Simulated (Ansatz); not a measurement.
# B₂FH₅Si: how energies converge with the basis set

The task here is to estimate one member of a computed series from the others.

Method: one geometry, several basis sets; program: Ansatz 0.2.0, Gaussian basis.

Plan: PBE0-D4/def2-SVP; ωB97M-V/def2-SVP; PBE0-D4/def2-QZVPP; ωB97M-V/def2-QZVPP; the functionals' def2-TZVPP values are taken from earlier runs.

## The geometry

An earlier PBE0-D4 in a triple-zeta def2 set relaxation fixed the geometry.

9 atoms, charge 0, spin multiplicity 1.

Atoms are counted from 1 here; the program's logs count them from 0.

Bond lengths: F1–B2 1.328 Å, B2–B3 1.663 Å, B2–H5 1.210 Å, B3–Si4 2.013 Å, B3–H6 1.199 Å, Si4–H7 1.489 Å, Si4–H8 1.487 Å, Si4–H9 1.494 Å. Angles: F1–B2–B3 124.3°, F1–B2–H5 116.1°, B3–B2–H5 119.5°, B2–B3–Si4 123.3°, B2–B3–H6 121.1°, Si4–B3–H6 115.5°, B3–Si4–H7 112.1°, B3–Si4–H8 114.7°, B3–Si4–H9 104.9°, H7–Si4–H8 108.6°, H7–Si4–H9 108.2°, H8–Si4–H9 108.1°.

The first run:

The input, in.yaml:

```yaml
crystal:
  periodic: [false, false, false]
  atoms:
    - {symbol: F, position_ang: [1.412212, 1.443822, -1.812428]}
    - {symbol: B, position_ang: [0.557727, 0.439214, -1.657630]}
    - {symbol: B, position_ang: [-0.551051, 0.333062, -0.423324]}
    - {symbol: Si, position_ang: [-0.142863, -0.505046, 1.360899]}
    - {symbol: H, position_ang: [0.638748, -0.458806, -2.464730]}
    - {symbol: H, position_ang: [-1.678060, 0.716165, -0.568976]}
    - {symbol: H, position_ang: [-1.236848, -1.404309, 1.819910]}
    - {symbol: H, position_ang: [1.141134, -1.253444, 1.417343]}
    - {symbol: H, position_ang: [-0.052398, 0.643042, 2.311836]}
basis:
  gaussian: {orbitals: def2-SVP}
hamiltonian: {xc: pbe0, dispersion: d4}
output: {orbitals: {seedname: orbitals}}
```

Command:

```sh
$ ansatz run in.yaml --threads 2 --pin off --events-out ev --progress --plain --max-ram 4352MiB
```

Among the steps run: PBE0-D4 in def2-SVP; ωB97M-V in def2-SVP; PBE0-D4 in def2-QZVPP; ωB97M-V in def2-QZVPP.

One table of the session follows, with a row left open; its other results are not shown here.

```
functional       basis  HOMO (eV)  LUMO (eV)
   PBE0-D4    def2-SVP      -7.98      -2.59
   PBE0-D4  def2-TZVPP      -8.00      -2.65
   PBE0-D4  def2-QZVPP      -8.01      -2.66
   ωB97M-V    def2-SVP     -10.14      -0.52
   ωB97M-V  def2-TZVPP          ?          ?
   ωB97M-V  def2-QZVPP     -10.20      -0.70
```

Q: Estimate the row for ωB97M-V, def2-TZVPP from the others.

**Answer.** HOMO (eV): -10.19; LUMO (eV): -0.66. In the column «HOMO (eV)» it lies between ωB97M-V, def2-QZVPP (-10.20) and ωB97M-V, def2-SVP (-10.14).
